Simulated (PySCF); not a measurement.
# C5H8BF: spin-spin couplings

Aim: predict the spin-spin couplings of C5H8BF (`C=CC/C=C/BF`).

Programs: PySCF 2.14.0, with density-fitted response routines of our own. Each step states its level of theory. These are calculated values for one molecule in the gas phase, unless marked as measured. Atoms are numbered from 0 throughout.

**1. The molecule as given**

15 atoms, charge 0, multiplicity 1; geometry from: GFN2-xTB.

Bonds of the start (Å): C0–C1 1.32, C1–C2 1.50, C2–C3 1.50, C3–C4 1.34, C4–B5 1.54, B5–F6 1.32, C0–H7 1.08, C0–H8 1.08, C1–H9 1.08, C2–H10 1.09, C2–H11 1.09, C3–H12 1.08, C4–H13 1.09, B5–H14 1.17.

**2. J couplings: B3LYP/pcJ-1**

Job settings and geometry (Å):

```
{"job": {"kind": "j", "xc": "B3LYP", "basis": "pcJ-1"}, "charge": 0, "multiplicity": 1}
C     -2.433880     0.536429    -1.455798
C     -1.567888     0.670143    -0.469887
C     -0.921216    -0.474776     0.256551
C      0.559168    -0.430420     0.051744
C      1.463401    -0.189470     1.006114
B      2.983275    -0.122959     0.756902
F      3.788777     0.134985     1.773115
H     -2.751562    -0.431744    -1.807844
H     -2.871105     1.388630    -1.947612
H     -1.261340     1.652187    -0.134725
H     -1.316228    -1.417175    -0.130720
H     -1.151074    -0.404675     1.322793
H      0.885755    -0.583499    -0.969475
H      1.094861    -0.034966     2.015085
H      3.494642    -0.284701    -0.288154
```

With the program's defaults for keys left out, this is: B3LYP/pcJ-1 indirect spin-spin coupling, non-relativistic, gas phase.

Command:

```console
$ OMP_NUM_THREADS=1 python probes_run.py task.json out
```

One launch serves the whole session: the jobs run in the order shown.

Predict these results of the whole session: largest coupling of the table (B3LYP/pcJ-1).

The runs gave:

```
                                   quantity                     value
largest coupling of the table (B3LYP/pcJ-1)  ¹J(B,F) B5–F6, -165.4 Hz
```

Of the pairs tabulated at B3LYP/pcJ-1, B5–F6 couples most strongly (-165.4 Hz; Fermi contact -95.0 Hz). Couplings across rotatable bonds belong to this one conformer; where others are populated, the observed values are averages.
